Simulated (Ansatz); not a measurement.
# BFGeH4, SMILES [BH2][GeH2][F]: a rigid scan of one bond length

Computed with Ansatz's Python interface.

Run as a notebook:

**Cell 1**
```python
import ansatz as az
import numpy as np

GEOMETRY = '''
B    -0.91910    0.19500   -0.69570
Ge    0.63360   -0.12700    0.45940
F     0.67220   -1.83470    0.83010
H    -1.60840   -0.63560   -1.02470
H    -1.18920    1.33200   -1.09460
H     0.51790    0.71140    1.76910
H     1.95420    0.29090   -0.28940
'''
```

**Cell 2**
```python
mol = az.Crystal.molecule()
for line in GEOMETRY.strip().splitlines():
    symbol, *xyz = line.split()
    mol = mol.atom(symbol, [float(v) for v in xyz])
```

**Cell 3**
```python
symbols = [site.symbol for site in mol.cartesian_sites]
start = np.array([site.position_ang for site in mol.cartesian_sites])
axis = (start[3] - start[0]) / np.linalg.norm(start[3] - start[0])
moving = [3]
lengths, energies = [0.993, 1.038, 1.083, 1.128, 1.174, 1.219, 1.264, 1.332], []
for length in lengths:
    xyz = start.copy()
    xyz[moving] += (length - np.linalg.norm(start[3] - start[0])) * axis
    point = az.Crystal.molecule()
    for symbol, place in zip(symbols, xyz):
        point = point.atom(symbol, place.tolist())
    setup = (
        point.calculation()
        .basis(gaussian='def2-SVP')
        .functional('hf')
    )
    r = setup.run().report
    energies.append(r['free_energy_ev'])
    print(f'r = {length:6.3f} A  E = {energies[-1]:.5f} eV  <S^2> = {abs(r["mean_field"]["state"]["spin_squared"]):.3f}')
```
Output:
```text
r =  0.993 A  E = -59903.53048 eV  <S^2> = 0.000
r =  1.038 A  E = -59903.86390 eV  <S^2> = 0.000
r =  1.083 A  E = -59904.08654 eV  <S^2> = 0.000
r =  1.128 A  E = -59904.21953 eV  <S^2> = 0.000
r =  1.174 A  E = -59904.28062 eV  <S^2> = 0.000
r =  1.219 A  E = -59904.28137 eV  <S^2> = 0.000
r =  1.264 A  E = -59904.23525 eV  <S^2> = 0.000
r =  1.332 A  E = -59904.09697 eV  <S^2> = 0.000
```

**Cell 4**
```python
# quartic fit about the minimum
fit = np.polynomial.Polynomial.fit(lengths, np.array(energies) - min(energies), 4).convert()
roots = [r.real for r in fit.deriv().roots() if abs(r.imag) < 1e-9 and fit.deriv(2)(r.real) > 0]
r_e = min(roots, key=lambda r: abs(r - lengths[int(np.argmin(energies))]))
print(f'minimum of the fit at {r_e:.4f} A, force constant {fit.deriv(2)(r_e):.2f} eV/A^2')
```
Output:
```text
minimum of the fit at 1.1967 A, force constant 25.49 eV/A^2
```

Notes:
- Total energies depend on the basis set; only differences at equal settings carry meaning.
- The rest of the molecule is held rigid at a force-field or estimated start geometry, and the basis set is modest; single-reference methods fail as a bond breaks.
- Hartree-Fock leaves correlation out, so bond, atomisation and ionisation energies come out well too low.
- The orbitals are restricted, so S² is zero by construction.
- Finished in 7 s on 1 thread of Arm Neoverse V1, with other jobs on the host, peak memory 0.2 GiB.

(Lines on the test bed's own set-up are left out of the output.)
